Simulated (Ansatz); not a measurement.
**AlClFO radical: basis-set convergence**

How large a basis does AlClFO radical need? Two functionals are run in growing sets.

The runs use Ansatz 0.2.0, Gaussian basis; one geometry, several basis sets.

Levels to be run: PBE0-D4/def2-SVP; ωB97M-V/def2-SVP; PBE0-D4/def2-QZVPP; ωB97M-V/def2-QZVPP; the functionals' def2-TZVPP values are taken from earlier runs.

## (1) The relaxed structure

All runs share one geometry, relaxed beforehand with PBE0-D4 in a triple-zeta def2 set.

SMILES `[O][Al]([F])[Cl]`, 4 atoms, charge 0, spin multiplicity 2.

Atoms are counted from 1 here; the program's logs count them from 0.

Bond lengths: O1–Al2 1.724 Å, Al2–F3 1.632 Å, Al2–Cl4 2.063 Å. Angles: O1–Al2–F3 118.6°, O1–Al2–Cl4 118.4°, F3–Al2–Cl4 122.9°.

## (2) PBE0-D4 in def2-SVP

Input file in.yaml:

```yaml
crystal:
  periodic: [false, false, false]
  atoms:
    - {symbol: O, position_ang: [0.993301, 0.591677, 1.294794]}
    - {symbol: Al, position_ang: [0.061895, -0.095173, 0.016705]}
    - {symbol: F, position_ang: [0.278070, -1.671170, -0.348928]}
    - {symbol: Cl, position_ang: [-1.277666, 1.114366, -0.982870]}
basis:
  gaussian: {orbitals: def2-SVP}
magnetization: {spin_polarized: true, initial_magnetization: 1}
hamiltonian: {xc: pbe0, dispersion: d4}
output: {orbitals: {seedname: orbitals}}
```

After this run come: ωB97M-V in def2-SVP; PBE0-D4 in def2-QZVPP; ωB97M-V in def2-QZVPP.

Q: Predict the results of all the runs planned. Wanted: PBE0-D4: double and triple zeta above quadruple; ωB97M-V: double and triple zeta above quadruple.

As calculated:

```
                                       quantity           value
PBE0-D4: double and triple zeta above quadruple  13.67, 0.86 eV
ωB97M-V: double and triple zeta above quadruple  13.66, 0.81 eV
```

**Reading.** PBE0-D4 gains 12.80 eV from double to triple zeta, then 0.86 eV more. These are total energies; as a rule much of such shifts cancels in differences, which this series doesn't test.
